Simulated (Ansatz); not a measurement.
**BH₈NSi₂: a ladder of functionals and wavefunction methods**

The task here is to estimate one member of a computed series from the others.

Method: functionals in def2-TZVPP, the program's frozen cores in correlated methods; program: Ansatz 0.2.0, Gaussian basis.

Levels to be run: PBE-D4, r2SCAN-D4, PBE0-D4, B3LYP-D4, ωB97X-V, ωB97M-V, B2PLYP; CCSD(T)/def2-TZVPP; MP2/def2-QZVPP; extrapolation to the limit.

### The geometry

An earlier PBE0-D4 in a triple-zeta def2 set relaxation fixed the geometry.

12 atoms, charge 0, spin multiplicity 1.

Atoms are counted from 1 here; the program's logs count them from 0.

Bond lengths: N1–Si2 1.866 Å, N1–B3 1.611 Å, N1–H5 1.011 Å, N1–H6 1.010 Å, Si2–B3 1.959 Å, Si2–H7 1.486 Å, Si2–H8 1.487 Å, B3–Si4 1.995 Å, B3–H9 1.198 Å, Si4–H10 1.490 Å, Si4–H11 1.499 Å, Si4–H12 1.496 Å. Angles: Si2–N1–B3 68.1°, Si2–N1–H5 118.7°, Si2–N1–H6 118.6°, B3–N1–H5 118.3°, B3–N1–H6 117.1°, H5–N1–H6 110.5°, N1–Si2–B3 49.7°, N1–Si2–H7 106.1°, N1–Si2–H8 105.6°, B3–Si2–H7 124.4°, B3–Si2–H8 124.6°, H7–Si2–H8 109.1°, N1–B3–Si2 62.1°, N1–B3–Si4 115.6°, N1–B3–H9 112.2°, Si2–B3–Si4 116.5°, Si2–B3–H9 115.0°, Si4–B3–H9 121.2° and more.

The first run:

File in.yaml:

```yaml
crystal:
  periodic: [false, false, false]
  atoms:
    - {symbol: N, position_ang: [-0.338638, 1.303876, -0.108902]}
    - {symbol: Si, position_ang: [-1.619065, -0.011748, -0.442252]}
    - {symbol: B, position_ang: [0.322096, -0.038522, -0.705288]}
    - {symbol: Si, position_ang: [1.381354, -1.126975, 0.587615]}
    - {symbol: H, position_ang: [-0.135579, 1.552023, 0.849447]}
    - {symbol: H, position_ang: [-0.323316, 2.124995, -0.697289]}
    - {symbol: H, position_ang: [-2.294238, -0.266419, 0.856424]}
    - {symbol: H, position_ang: [-2.590910, 0.604266, -1.383871]}
    - {symbol: H, position_ang: [0.680411, 0.099954, -1.839913]}
    - {symbol: H, position_ang: [1.415146, -2.567414, 0.209180]}
    - {symbol: H, position_ang: [0.779822, -1.047872, 1.958872]}
    - {symbol: H, position_ang: [2.800017, -0.681365, 0.750080]}
basis:
  gaussian: {orbitals: def2-TZVPP}
hamiltonian: {xc: pbe, dispersion: d4}
output: {forces: true, orbitals: {seedname: orbitals}}
```

Started as:

```
> ansatz run in.yaml --threads 4 --pin off --events-out ev --progress --plain --max-ram 10444MiB
```

Among the steps run: PBE-D4 (GGA); r2SCAN-D4 (meta-GGA); PBE0-D4 (hybrid); B3LYP-D4 (hybrid); ωB97X-V (range-separated); ωB97M-V (range-separated); B2PLYP (double hybrid); CCSD(T) in def2-TZVPP; MP2 in def2-QZVPP.

One table of the session follows, with a row left open; its other results are not shown here.

It belongs to the step «Atomisation energies». 

```
            method  atomisation energy (kJ/mol)
            PBE-D4                       3790.0
         r2SCAN-D4                       3777.4
           PBE0-D4                       3757.5
          B3LYP-D4                       3782.4
           ωB97X-V                       3801.5
           ωB97M-V                       3787.5
            B2PLYP                       3721.9
     HF/def2-TZVPP                            ?
    MP2/def2-TZVPP                       3663.8
   CCSD/def2-TZVPP                       3622.4
CCSD(T)/def2-TZVPP                       3667.2
           MP2/CBS                       3761.0
       CCSD(T)/CBS                       3764.5
```

**Question.** Estimate the row for HF/def2-TZVPP.

**Answer.** atomisation energy (kJ/mol): 2767.8. In the column «atomisation energy (kJ/mol)» it is the lowest.
